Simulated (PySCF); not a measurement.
# C₈H₅F: excited states, first hyperpolarisability

Aim: compute the excited states, first hyperpolarisability of C₈H₅F (`Fc1cccc2c1C=C2`).

Programs: PySCF 2.14.0, with routines of our own; each step states its level. All values are computed. Atoms count from 0.

## Step 1: The system as given

14 atoms, charge 0, multiplicity 1; geometry from: GFN2-xTB.

## Step 2: Relaxing the molecule at PBE0-D3(BJ)/def2-SVP

The job: settings as JSON, then the geometry in Å.

```
{"job": {"xc": "PBE0", "basis": "def2-SVP", "d3": "d3bj", "grid": 2, "kind": "geom"}, "charge": 0, "multiplicity": 1}
F      0.632214     2.737600     0.211768
C      0.555647     1.393774     0.110716
C      1.762300     0.644535     0.077711
C      1.743458    -0.717288    -0.023468
C      0.528167    -1.453393    -0.100640
C     -0.601556    -0.714332    -0.067721
C     -0.603177     0.707227     0.038382
C     -2.107883     0.667839     0.010960
C     -2.108307    -0.670131    -0.090378
H      2.693601     1.185935     0.136609
H      2.677264    -1.258349    -0.046074
H      0.545750    -2.528982    -0.178144
H     -2.855918     1.434289     0.058878
H     -2.862238    -1.429198    -0.160767
```

Started as:

```console
$ OMP_NUM_THREADS=1 python excited_run.py task.json out
```

The driver reads the jobs from task.json and runs them one after another.

What it wrote:

```text
step   0  E = -406.85481037  max force = 0.017629
step   1  E = -406.85666036  max force = 0.003116
step   2  E = -406.85668243  max force = 0.000876
step   3  E = -406.85668280  max force = 0.000336
optimisation converged
```

Wall time 39 s (1 thread of Arm Neoverse V2, shared host); peak memory 0.73 GiB.

Relaxation path:

```tsv
step	energy from step 0 (eV)	largest force component (eV/Å)
0	0.0000	0.9065
1	-0.0503	0.1602
2	-0.0509	0.0450
3	-0.0510	0.0173
```

Close pairs (by a distance rule), those that changed most:

```tsv
bond	before (Å)	after (Å)	change (Å)
F0–C1	1.350	1.331	-0.019
C8–H13	1.072	1.090	+0.018
C7–H12	1.072	1.090	+0.018
C2–H9	1.079	1.092	+0.013
C3–H10	1.079	1.092	+0.013
C4–H11	1.079	1.092	+0.013
C4–C5	1.350	1.362	+0.011
C7–C8	1.342	1.353	+0.011
```

The final coordinates are the input of the step that follows.

```tsv
at the end point	value
point group (found at 0.08 Å tolerance)	Cs
rotational constants (GHz, main isotopes)	2.540, 1.943, 1.101
dipole moment (D)	1.53
```

## Step 3: Excited states: TDA CAM-B3LYP/def2-TZVP

The job: settings as JSON, then the geometry in Å.

```
{"job": {"kind": "states", "xc": "CAM-B3LYP", "basis": "def2-TZVP", "tda": true, "soc": true, "nstates": 6, "ntriplets": 5, "nquad": 4}, "charge": 0, "multiplicity": 1}
F      0.607359     2.740118     0.008932
C      0.540824     1.414511    -0.093389
C      1.757253     0.669206    -0.127624
C      1.742736    -0.703166    -0.232124
C      0.517007    -1.439916    -0.310559
C     -0.622284    -0.694590    -0.275343
C     -0.626038     0.723262    -0.167703
C     -2.138960     0.690557    -0.197027
C     -2.140602    -0.658759    -0.299709
H      2.697639     1.220850    -0.068472
H      2.692264    -1.242889    -0.255720
H      0.523135    -2.528300    -0.392854
H     -2.915182     1.454382    -0.152594
H     -2.923252    -1.414361    -0.370883
```

With the program's defaults for keys left out, this is: TDA CAM-B3LYP/def2-TZVP excited states, vertical, gas phase, spin-orbit mean-field couplings.

What it wrote:

```text
coarse grid: 12880 points
cycle   1  E = -407.5009229230  dE =  2.019e+00  |g| = 5.264e-01  |ddm| = 5.977e+00
cycle   2  E = -407.5053323329  dE = -4.409e-03  |g| = 5.798e-01  |ddm| = 1.826e+00
cycle   3  E = -407.5563625761  dE = -5.103e-02  |g| = 7.174e-02  |ddm| = 1.115e+00
cycle   4  E = -407.5571405131  dE = -7.779e-04  |g| = 3.870e-02  |ddm| = 9.748e-02
cycle   5  E = -407.5574927684  dE = -3.523e-04  |g| = 7.803e-03  |ddm| = 3.892e-02
cycle   6  E = -407.5575053480  dE = -1.258e-05  |g| = 3.230e-03  |ddm| = 9.848e-03
cycle   7  E = -407.5575078507  dE = -2.503e-06  |g| = 6.868e-04  |ddm| = 4.437e-03
final grid: 128128 points
cycle   8  E = -407.5504503531  dE = -4.544e-05  |g| = 4.165e-03  |ddm| = 9.795e-02
cycle   9  E = -407.5504501746  dE =  1.785e-07  |g| = 4.472e-03  |ddm| = 1.243e-02
cycle  10  E = -407.5504539752  dE = -3.801e-06  |g| = 6.849e-04  |ddm| = 7.893e-03
cycle  11  E = -407.5504540475  dE = -7.226e-08  |g| = 2.031e-04  |ddm| = 1.597e-03
cycle  12  E = -407.5504540566  dE = -9.143e-09  |g| = 7.235e-05  |ddm| = 3.921e-04
cycle  13  E = -407.5504540579  dE = -1.265e-09  |g| = 2.212e-05  |ddm| = 9.298e-05
cycle  14  E = -407.5504540580  dE = -1.623e-10  |g| = 6.586e-06  |ddm| = 2.860e-05
converged SCF energy = -407.5504540580

Singlet excitations
state   eV       nm        f     d(h-e)  d(exc)  Lambda  PR(NTO)  |dmu|/D   mu/D   main configurations
  1   3.2028   387.1   0.00083   0.317   2.926   0.808   1.030    0.922    1.379   H->L 0.97
  2   4.5797   270.7   0.00980   0.484   2.969   0.683   1.802    1.198    1.396   H-1->L 0.66, H->L+1 0.33
  3   6.4156   193.3   0.00002   0.239   2.910   0.519   1.350    0.724    1.620   H-3->L 0.81, H->L+3 0.10
  4   6.4420   192.5   0.51841   0.337   3.314   0.744   2.038    0.685    1.077   H->L+1 0.41, H-1->L 0.21, H->L+2 0.20
  5   6.4877   191.1   0.29572   0.123   3.302   0.801   1.898                     H->L+2 0.50, H->L+1 0.17, H-2->L 0.11
  6   6.6199   187.3   0.00065   0.174   3.079   0.444   1.990                     H-4->L 0.53, H->L+3 0.32

Triplet excitations (Tamm-Dancoff)
state   eV     d(h-e)  d(exc)  Lambda  PR(NTO)   main configurations
  1   1.8804   0.197   2.693   0.811   1.084   H->L 0.94
  2   3.7442   0.552   2.814   0.670   1.382   H-1->L 0.81, H->L+1 0.15
  3   4.2235   0.057   2.347   0.826   1.967   H->L+2 0.49, H-2->L 0.36
  4   4.5034   0.305   2.860   0.730   1.429   H->L+1 0.77, H-1->L 0.15
  5   5.0915   0.149   2.578   0.821   1.169   H-1->L+1 0.91
S1 - T1 = 1.3223 eV

Spin-orbit couplings |<S|Hso|T>| (cm-1)
             T1       T2       T3       T4       T5
S0        0.063    0.046    0.049    0.066    0.043
S1        0.001    0.054    0.005    0.006    0.002
S2        0.031    0.003    0.007    0.002    0.006
S3        4.209    7.996    2.599    2.917    1.597
S4        0.040    0.035    0.028    0.033    0.043
S5        0.015    0.008    0.023    0.013    0.028
S6        4.553    4.383    2.435    2.250    1.311
T1 sublevels (cm-1): 0.000 0.001 0.001   radiative rates (1/s): 0.000545 7.24e-07 7.61e-06
```

It took 81 s on 1 thread of Arm Neoverse V2, shared host; peak memory 1.3 GiB.

Key values:

```tsv
quantity	value
S1 less T1	1.32 eV
```

## Step 4: Excited states: TDDFT CAM-B3LYP/aug-cc-pVDZ

The job, as its differences from that of step 3:

```diff
@@ -1,2 +1,2 @@
-{"job": {"kind": "states", "xc": "CAM-B3LYP", "basis": "def2-TZVP", "tda": true, "soc": true, "nstates": 6, "ntriplets": 5, "nquad": 4}, "charge": 0, "multiplicity": 1}
+{"job": {"kind": "states", "xc": "CAM-B3LYP", "basis": "aug-cc-pVDZ", "tpa": true, "nstates": 8, "nquad": 6, "ntriplets": 0}, "charge": 0, "multiplicity": 1}
 F      0.607359     2.740118     0.008932
```

With the program's defaults for keys left out, this is: TDDFT CAM-B3LYP/aug-cc-pVDZ excited states, vertical, gas phase, two-photon moments by quadratic response.

What it wrote:

```text
coarse grid: 12880 points
cycle   1  E = -407.3650665857  dE =  2.071e+00  |g| = 4.723e-01  |ddm| = 2.809e+01
cycle   2  E = -407.3717124950  dE = -6.646e-03  |g| = 5.075e-01  |ddm| = 4.327e+00
cycle   3  E = -407.4151687657  dE = -4.346e-02  |g| = 6.568e-02  |ddm| = 1.473e+00
cycle   4  E = -407.4158942376  dE = -7.255e-04  |g| = 3.501e-02  |ddm| = 3.804e-01
cycle   5  E = -407.4161999448  dE = -3.057e-04  |g| = 7.040e-03  |ddm| = 2.071e-01
cycle   6  E = -407.4162107414  dE = -1.080e-05  |g| = 2.915e-03  |ddm| = 3.642e-02
cycle   7  E = -407.4162129104  dE = -2.169e-06  |g| = 5.113e-04  |ddm| = 1.170e-02
final grid: 128128 points
cycle   8  E = -407.4381239146  dE = -2.189e-05  |g| = 3.619e-03  |ddm| = 5.232e-01
cycle   9  E = -407.4381236449  dE =  2.697e-07  |g| = 4.164e-03  |ddm| = 4.831e-02
cycle  10  E = -407.4381271328  dE = -3.488e-06  |g| = 5.054e-04  |ddm| = 1.629e-02
cycle  11  E = -407.4381271830  dE = -5.025e-08  |g| = 1.334e-04  |ddm| = 2.886e-03
cycle  12  E = -407.4381271876  dE = -4.568e-09  |g| = 6.810e-05  |ddm| = 1.326e-03
cycle  13  E = -407.4381271889  dE = -1.309e-09  |g| = 1.675e-05  |ddm| = 3.586e-04
cycle  14  E = -407.4381271890  dE = -1.463e-10  |g| = 6.563e-06  |ddm| = 1.109e-04
converged SCF energy = -407.4381271890

Singlet excitations
state   eV       nm        f     d(h-e)  d(exc)  Lambda  PR(NTO)  |dmu|/D   mu/D   delta(TPA)   sigma/GM   main configurations
  1   3.0109   411.8   0.00088   0.329   2.951   0.797   1.052    0.944    1.441        7.68      0.026   H->L 0.98
  2   4.5022   275.4   0.00806   0.485   2.991   0.648   1.812    1.349    1.388       63.33      0.470   H-1->L 0.69, H->L+5 0.27
  3   5.2916   234.3   0.01119   1.071   4.666   0.224   1.025    5.289    4.410       48.82      0.501   H->L+1 0.85
  4   5.5824   222.1   0.00010   1.036   5.062   0.208   1.044    3.893    3.596      146.31      1.670   H->L+2 0.84
  5   5.8079   213.5   0.00023   0.854   5.052   0.176   1.039    4.306    3.068      148.00      1.829   H->L+3 0.81
  6   5.8721   211.1   0.55751   0.547   3.408   0.647   1.845    1.840    0.678      242.83      3.068   H->L+5 0.69, H-1->L 0.27
  7   6.2252   199.2   0.01158   0.674   4.964   0.194   1.057                                            H->L+6 0.52, H->L+8 0.17, H->L+4 0.11
  8   6.2812   197.4   0.01854   0.247   3.550   0.725   1.529                                            H->L+7 0.78, H-1->L+5 0.11
```

Run time: 75 s. Hardware: 1 thread of Arm Neoverse V2, shared host; peak memory 1.1 GiB.

## Step 5: First hyperpolarisability: quadratic response CAM-B3LYP/aug-cc-pVDZ

The job, as its differences from that of step 4:

```diff
@@ -1,2 +1,2 @@
-{"job": {"kind": "states", "xc": "CAM-B3LYP", "basis": "aug-cc-pVDZ", "tpa": true, "nstates": 8, "nquad": 6, "ntriplets": 0}, "charge": 0, "multiplicity": 1}
+{"job": {"kind": "beta", "xc": "CAM-B3LYP", "basis": "aug-cc-pVDZ"}, "charge": 0, "multiplicity": 1}
 F      0.607359     2.740118     0.008932
```

Method: quadratic response CAM-B3LYP/aug-cc-pVDZ first hyperpolarisability, Taylor convention, gas phase.

What it wrote:

```text
coarse grid: 12880 points
cycle   1  E = -407.3650665857  dE =  2.071e+00  |g| = 4.723e-01  |ddm| = 2.809e+01
cycle   2  E = -407.3717124950  dE = -6.646e-03  |g| = 5.075e-01  |ddm| = 4.327e+00
cycle   3  E = -407.4151687657  dE = -4.346e-02  |g| = 6.568e-02  |ddm| = 1.473e+00
cycle   4  E = -407.4158942376  dE = -7.255e-04  |g| = 3.501e-02  |ddm| = 3.804e-01
cycle   5  E = -407.4161999448  dE = -3.057e-04  |g| = 7.040e-03  |ddm| = 2.071e-01
cycle   6  E = -407.4162107414  dE = -1.080e-05  |g| = 2.915e-03  |ddm| = 3.642e-02
cycle   7  E = -407.4162129104  dE = -2.169e-06  |g| = 5.113e-04  |ddm| = 1.170e-02
final grid: 128128 points
cycle   8  E = -407.4381239146  dE = -2.189e-05  |g| = 3.619e-03  |ddm| = 5.232e-01
cycle   9  E = -407.4381236449  dE =  2.697e-07  |g| = 4.164e-03  |ddm| = 4.831e-02
cycle  10  E = -407.4381271328  dE = -3.488e-06  |g| = 5.054e-04  |ddm| = 1.629e-02
cycle  11  E = -407.4381271830  dE = -5.025e-08  |g| = 1.334e-04  |ddm| = 2.886e-03
cycle  12  E = -407.4381271876  dE = -4.568e-09  |g| = 6.810e-05  |ddm| = 1.326e-03
cycle  13  E = -407.4381271889  dE = -1.309e-09  |g| = 1.675e-05  |ddm| = 3.586e-04
cycle  14  E = -407.4381271890  dE = -1.463e-10  |g| = 6.563e-06  |ddm| = 1.109e-04
converged SCF energy = -407.4381271890

Lowest singlets (eV, f): 3.0109 0.0009  4.5022 0.0080  5.2916 0.0112

First hyperpolarisability (au)
process     nm      |vector|   parallel      HRS      DR
static         -      243.41     -145.5      91.63   7.494
shg       1907.0      259.19    -154.41      97.32   7.624
eope      1907.0      248.39    -148.33          -       -
shg       1064.0      307.80    -180.66     114.85   8.121
eope      1064.0      260.40    -155.08          -       -
```

Run time: 58 s. Hardware: 1 thread of Arm Neoverse V2, shared host; peak memory 1.1 GiB.

## Step 6: Excited states: TDA CAM-B3LYP/def2-TZVP in chloroform

The job, as its differences from that of step 5:

```diff
@@ -1,2 +1,2 @@
-{"job": {"kind": "beta", "xc": "CAM-B3LYP", "basis": "aug-cc-pVDZ"}, "charge": 0, "multiplicity": 1}
+{"job": {"kind": "states", "xc": "CAM-B3LYP", "basis": "def2-TZVP", "tda": true, "soc": true, "nstates": 6, "ntriplets": 5, "nquad": 4, "solvent": "chloroform"}, "charge": 0, "multiplicity": 1}
 F      0.607359     2.740118     0.008932
```

Method: TDA CAM-B3LYP/def2-TZVP excited states, vertical, IEF-PCM chloroform (non-equilibrium response), spin-orbit mean-field couplings.

What it wrote:

```text
coarse grid: 12880 points
cycle   1  E = -407.5065838025  dE =  2.013e+00  |g| = 5.206e-01  |ddm| = 5.968e+00
cycle   2  E = -407.5119264498  dE = -5.343e-03  |g| = 5.672e-01  |ddm| = 1.817e+00
cycle   3  E = -407.5605873897  dE = -4.866e-02  |g| = 6.690e-02  |ddm| = 1.068e+00
cycle   4  E = -407.5612969885  dE = -7.096e-04  |g| = 3.306e-02  |ddm| = 1.055e-01
cycle   5  E = -407.5615437485  dE = -2.468e-04  |g| = 6.159e-03  |ddm| = 3.674e-02
cycle   6  E = -407.5615521437  dE = -8.395e-06  |g| = 1.565e-03  |ddm| = 8.689e-03
final grid: 128128 points
cycle   7  E = -407.5544576572  dE = -4.540e-05  |g| = 3.690e-03  |ddm| = 9.842e-02
cycle   8  E = -407.5544577365  dE = -7.934e-08  |g| = 3.814e-03  |ddm| = 1.175e-02
cycle   9  E = -407.5544604720  dE = -2.736e-06  |g| = 5.747e-04  |ddm| = 6.553e-03
cycle  10  E = -407.5544605234  dE = -5.132e-08  |g| = 2.060e-04  |ddm| = 1.183e-03
cycle  11  E = -407.5544605331  dE = -9.712e-09  |g| = 5.256e-05  |ddm| = 3.608e-04
cycle  12  E = -407.5544605340  dE = -9.288e-10  |g| = 2.055e-05  |ddm| = 1.132e-04
converged SCF energy = -407.5544605340

Singlet excitations
state   eV       nm        f     d(h-e)  d(exc)  Lambda  PR(NTO)  |dmu|/D   mu/D   main configurations
  1   3.1928   388.3   0.00083   0.265   2.924   0.810   1.029    0.903    1.698   H->L 0.97
  2   4.5986   269.6   0.01063   0.452   2.959   0.685   1.805    1.325    1.673   H-1->L 0.66, H->L+1 0.33
  3   6.2242   199.2   1.01985   0.289   3.084   0.702   1.997    0.847    1.302   H->L+1 0.61, H-1->L 0.31
  4   6.3993   193.7   0.00007   0.237   2.849   0.536   1.196    0.818    2.050   H-3->L 0.87
  5   6.4815   191.3   0.01506   0.148   3.471   0.850   1.717                     H->L+2 0.73, H-2->L 0.18
  6   6.6282   187.1   0.00030   0.186   2.765   0.473   1.269                     H-4->L 0.85

Triplet excitations (Tamm-Dancoff)
state   eV     d(h-e)  d(exc)  Lambda  PR(NTO)   main configurations
  1   1.9008   0.175   2.694   0.813   1.084   H->L 0.94
  2   3.7876   0.485   2.802   0.675   1.473   H-1->L 0.77, H->L+1 0.18
  3   4.2426   0.064   2.346   0.828   1.972   H->L+2 0.50, H-2->L 0.36
  4   4.4920   0.278   2.868   0.728   1.514   H->L+1 0.74, H-1->L 0.19
  5   5.1112   0.146   2.576   0.822   1.167   H-1->L+1 0.91
S1 - T1 = 1.2920 eV

Spin-orbit couplings |<S|Hso|T>| (cm-1)
             T1       T2       T3       T4       T5
S0        0.062    0.048    0.048    0.061    0.046
S1        0.001    0.054    0.004    0.009    0.002
S2        0.032    0.003    0.006    0.002    0.006
S3        0.037    0.006    0.035    0.017    0.056
S4        4.062    7.417    2.536    2.999    1.445
S5        0.010    0.015    0.008    0.026    0.004
S6        4.757    3.522    2.598    0.932    1.029
T1 sublevels (cm-1): 0.000 0.001 0.001   radiative rates (1/s): 0.000429 2.32e-07 1.93e-05
```

Wall time 82 s (1 thread of Arm Neoverse V2, shared host); peak memory 1.3 GiB.

From this job:

```tsv
quantity	value
S1 less T1	1.29 eV
```

## Step 7: Results

| quantity | value |
| --- | --- |
| point group | Cs |
| rotational constants (main isotopes) | 2.54, 1.94, 1.10 GHz |
| S1 less T1 (step 3, TDA CAM-B3LYP/def2-TZVP) | 1.32 eV |
| β vector (step 5, quadratic response CAM-B3LYP/aug-cc-pVDZ) | static 243, SHG 1907.0 nm 259, SHG 1064.0 nm 308 au |
| S1 less T1 (step 6, TDA CAM-B3LYP/def2-TZVP in chloroform) | 1.29 eV |

**Reading.** The optimisation took 3 steps and gained 0.051 eV; among the close pairs (by a distance rule), F0–C1 changed most, from 1.350 to 1.331 Å. No frequency check was run at this level, so the end point may be a saddle. In step 3, the number of triplets below S1 is 1, and the largest singlet-triplet spin-orbit coupling is S3–T2, 8.00 cm⁻¹. β grows from 243 au (static) to 308 au for doubling at 1064.0 nm: normal dispersion, which grows as twice the photon energy moves toward the bright states. In step 6, the number of triplets below S1 is 1, and the largest singlet-triplet spin-orbit coupling is S4–T2, 7.42 cm⁻¹.
